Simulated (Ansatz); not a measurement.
BGa (charge -1), a scan of the bond length

Computed with Ansatz 0.2.0, Python API.

Input file `bga.xyz`:
```text
2

Ga    0.00000    0.00000    0.00000
B     0.00000    0.00000    2.12000
```

Interactive session:
```pycon
>>> import ansatz as az
>>> import numpy as np
>>> system = az.Crystal.molecule_from_extxyz("bga.xyz")
>>> symbols = [site.symbol for site in system.cartesian_sites]
>>> start = np.array([site.position_ang for site in system.cartesian_sites])
>>> axis = (start[1] - start[0]) / np.linalg.norm(start[1] - start[0])
>>> moving = [1]
>>> lengths, energies = [1.8, 1.95, 2.12, 2.33, 2.65, 3.18, 3.82, 4.66], []
>>> for length in lengths:
...     xyz = start.copy()
...     xyz[moving] += (length - np.linalg.norm(start[1] - start[0])) * axis
...     point = az.Crystal.molecule()
...     for symbol, place in zip(symbols, xyz):
...         point = point.atom(symbol, place.tolist())
...     calc = (
...         point.calculation()
...         .basis(gaussian="def2-SVP")
...         .correlation("ccsd_t")
...         .charge(-1)
...         .spin("collinear", total=3)
...         .accuracy("medium")
...     )
...     summary = calc.run(threads=1).report
...     energies.append(summary["free_energy_ev"])
...     print(f"r = {length:6.3f} A  E = {energies[-1]:.5f} eV  <S^2> = {abs(summary['mean_field']['state']['spin_squared']):.3f}")
...
r =  1.800 A  E = -53002.32510 eV  <S^2> = 3.756
r =  1.950 A  E = -53002.82476 eV  <S^2> = 3.755
r =  2.120 A  E = -53002.90972 eV  <S^2> = 3.754
r =  2.330 A  E = -53002.67181 eV  <S^2> = 3.757
r =  2.650 A  E = -53002.07853 eV  <S^2> = 3.762
r =  3.180 A  E = -53001.11523 eV  <S^2> = 3.772
RunWarning: these amplitudes may be one of several solutions (largest doubles amplitude 0.32, level shift 3.75 eV)
r =  3.820 A  E = -53000.53155 eV  <S^2> = 3.765
r =  4.660 A  E = -53000.13208 eV  <S^2> = 3.768
>>> print("energy above the lowest point (eV):", [round(e - min(energies), 3) for e in energies])
energy above the lowest point (eV): [0.585, 0.085, 0.0, 0.238, 0.831, 1.794, 2.378, 2.778]
```

The lowest point is at 2.120 Å. At the shortest distance (1.80 Å) the energy is 0.58 eV higher, at the longest (4.66 Å) 2.78 eV.

Reading the output:
- These settings explore the input space; basis and method may be short of convergence.
- Warnings are shown shortened and without file and line.
- The basis set is modest, and single-reference methods fail as a bond breaks.
- The run takes the species as open-shell (spin multiplicity 4), which needn't be its ground state.
- S² is that of the Hartree-Fock reference.
- The spin state was assumed, and another may lie lower.
- Anions want diffuse functions, which this basis lacks.
- Timing: 120 s on 1 thread of Arm Neoverse V2, with other jobs on the host, peak memory 0.22 GiB.

(Lines on the test bed's own set-up are left out of the output.)
